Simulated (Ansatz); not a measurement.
# F5H3O2W: the cost of one run

Program: Ansatz 0.2.0. Level of theory: RKS PBE/def2-SVP. These are calculated values, not measurements.

## Step 1: The structure to begin with

Bond lengths: W1–O2 2.290 Å, O2–H3 1.010 Å, W1–F4 1.850 Å, W1–F5 1.850 Å, W1–O6 1.940 Å, O6–H7 1.010 Å, W1–F8 1.850 Å, W1–F9 1.850 Å, W1–F10 2.150 Å, W1–H11 2.248 Å. Angles (14 of 30 angles, heavy atoms first): O2–W1–F4 90.0°, O2–W1–F5 90.0°, O2–W1–O6 90.0°, O2–W1–F8 90.0°, O2–W1–F9 180.0°, O2–W1–F10 71.6°, F4–W1–F5 90.0°, F4–W1–O6 180.0°, F4–W1–F8 90.0°, F4–W1–F9 90.0°, F4–W1–F10 48.9°, F5–W1–O6 90.0°, F5–W1–F8 180.0°, F5–W1–F9 90.0°.

Structure file:

```xyz
11

W     0.0000    0.0000    0.0000
O     0.0000    0.0000    2.2900
H    -0.9095   -0.2814    2.6271
F     1.8500    0.0000    0.0000
F     0.0000    1.8500    0.0000
O    -1.9400    0.0000    0.0000
H    -2.2771   -0.1263    0.9437
F     0.0000   -1.8500    0.0000
F     0.0000    0.0000   -1.8500
F     1.4129    1.4719    0.6779
H     0.9245    0.9631    1.8084
```

## Step 2: Pulling towards end A

Springs on the bonds that form and break draw the guess towards this end; the thresholds are loose.

Input file input.yaml:

```yaml
crystal:
  periodic: [false, false, false]
  atoms:
    - { symbol: W, position_ang: [0.0, 0.0, 0.0] }
    - { symbol: O, position_ang: [0.0, 0.0, 2.29] }
    - { symbol: H, position_ang: [-0.9095, -0.2814, 2.6271] }
    - { symbol: F, position_ang: [1.85, 0.0, 0.0] }
    - { symbol: F, position_ang: [0.0, 1.85, 0.0] }
    - { symbol: O, position_ang: [-1.94, 0.0, 0.0] }
    - { symbol: H, position_ang: [-2.2771, -0.1263, 0.9437] }
    - { symbol: F, position_ang: [0.0, -1.85, 0.0] }
    - { symbol: F, position_ang: [0.0, 0.0, -1.85] }
    - { symbol: F, position_ang: [1.4129, 1.4719, 0.6779] }
    - { symbol: H, position_ang: [0.9245, 0.9631, 1.8084] }
basis:
  gaussian: { orbitals: def2-SVP }
hamiltonian:
  xc: pbe
relax:
  f_tol: 0.15
  max_steps: 25
  restrain:
    - { distance: [0, 9], at: 3.05, k: 30.0 }
    - { distance: [10, 1], at: 2.21, k: 30.0 }
    - { distance: [0, 1], at: 1.94, k: 30.0 }
    - { distance: [10, 9], at: 0.92, k: 30.0 }
```

Launch:

```console
$ ansatz run input.yaml --threads 4 --pin off --max-ram 5120MiB --backend cpu --events-out ev --progress --plain --runs-dir out
```

What time and memory should one allow on 4 threads of Arm Neoverse V2, shared host?

About 56 s, with a peak of 0.22 GiB.
